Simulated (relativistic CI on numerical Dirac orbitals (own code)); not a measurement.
# Ho⁶³⁺: how the levels respond to the fine-structure constant and the nuclear radius

Aim: the factor q = dE/dx of each excitation energy, x = (α/α0)² − 1, by finite differences, and the field-shift factor by the mean square nuclear radius, for the lowest 30 levels.

Program: relativistic CI on numerical Dirac orbitals (own code) version 2. Level of theory: Dirac-Coulomb-Breit CI, KLI orbitals optimised for each configuration, derivatives by finite differences. These are calculated values, not measurements, unless marked.

### 1 The atom as given

- ion: Ho⁶³⁺ (Ho LXIV)
- nuclear charge: 67
- electrons: 4
- isotope: A = 165
- first configuration: [He] 2s2

Outer shells as boxes (Hund's rule):

[He] 2s2
```
[He] core
2s [↑↓]
```

### 2 Levels and derivatives

Input settings:

```ini
atom Ho  Z=67  charge=63  electrons=4
nucleus A=165  rms_radius_fm=5.2022
hamiltonian dirac-coulomb  breit=on  qed=off  c_scale=1
orbitals kli  potential=per-configuration
slater_scale 1
correlation none
mixing on
configurations
  [He] 2s2
  [He] 2s 2p
  [He] 2p2
  [He] 2p 3s
  [He] 2p 3p
  [He] 2s 3s
  [He] 2s 3p
  [He] 2s 3d
end
derivatives alpha2 +-0.01 radius +-1%
```

Q: Predict the outcome of this session. Wanted: lowest level; largest q in size, lowest 30 levels; largest field-shift factor among them.

**Answer**, as computed:

| quantity | value |
| --- | --- |
| lowest level | 2s2 1S0 |
| largest q in size, lowest 30 levels | 1.902e+07 cm⁻¹ (2p2 [2p3/2^2] J=0) |
| largest field-shift factor among them | -3.1e+04 GHz/fm² (2p2 [2p3/2^2] J=2) |

**Reading.** Among these levels the largest q belongs to 2p2 [2p3/2^2] J=0, a change of configuration. K = 2q/E, the relative sensitivity of a level, hangs on the computed energy: between configurations that lie close it can be off by a factor of several.
